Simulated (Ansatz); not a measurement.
Runs of Ansatz 0.2.0 on NiMoIrPdW. The structure is trigonal, space group P3m1 (No. 156). Conventional cell: a = 4.117 Å, b = 4.117 Å, c = 5.446 Å, α = 90.00°, β = 90.00°, γ = 120.00°. Around Ni (site symmetry 3m) lie 3 Mo at 2.38 Å and 3 Ir at 2.69 Å. Mo (site symmetry 3m) has 3 Ni at 2.38 Å and 3 Ir at 2.70 Å and 2 Pd at 2.72 to 2.73 Å as nearest neighbours. Around Pd (site symmetry 3m) lie 3 W at 2.68 Å and 2 Mo at 2.72 to 2.73 Å and 3 Ir at 2.77 Å. Ir (site symmetry 3m) has 2 W at 2.66 to 2.78 Å and 3 Ni at 2.69 Å and 3 Mo at 2.70 Å and 3 Pd at 2.77 Å as nearest neighbours. W (site symmetry 3m) is surrounded by 2 Ir at 2.66 to 2.78 Å and 3 Pd at 2.68 Å and 3 Mo at 2.81 Å and 3 Ni at 2.82 Å. The cell was built by a generator and needn't be a form met in nature.

| task | level | potentials or basis | cell | k mesh | cutoff (eV) | mesh quality | gap on the mesh (eV) | pressure (GPa) | moment (μB) | largest force (eV/Å) |
| --- | --- | --- | --- | --- | --- | --- | --- | --- | --- | --- |
| single point | PBE | Ansatz PAW | as given | 8 × 8 × 5 | 420 | not flagged | none | 0.0 | 0.00 | (b) |
| single point | HSE03 | Ansatz PAW | as given | 3 × 3 × 2 | 420 | coarse | none | (a) | 0.76 | 0.24 |
| single point | PBE | Ansatz PAW | atoms moved at random, drawn with an rms of 0.05 Å | 8 × 8 × 5 | 420 | not flagged | none | 0.1 | 0.00 | 0.99 |
| single point | PBE | PseudoDojo standard (PBE files) | as given | 8 × 8 × 5 | 1333 | not flagged | none | 0.0 | 0.00 | 0.03 |

Alike in all rows: spin collinear, ferromagnetic start; smearing fermi-dirac 0.05 eV.

Problem. Estimate the missing entries.

Solution. (a) -6.8; (b) 0.04.

Caveats: some runs use coarse meshes; the starting moments weren't kept (some runs); the magnetic or orbital state may not be the lowest (some runs); the PAW data sets come from PBE, with cores solved anew for the run's functional, which leaves a small shift of forces and pressure (some runs); the thresholds are loose for stress (some runs).

A k mesh can miss the band edges, and the runs leave out spin-orbit coupling on Ir, Mo, Pd, W.

A gap of «none» marks a metal or a gap under the smearing width.
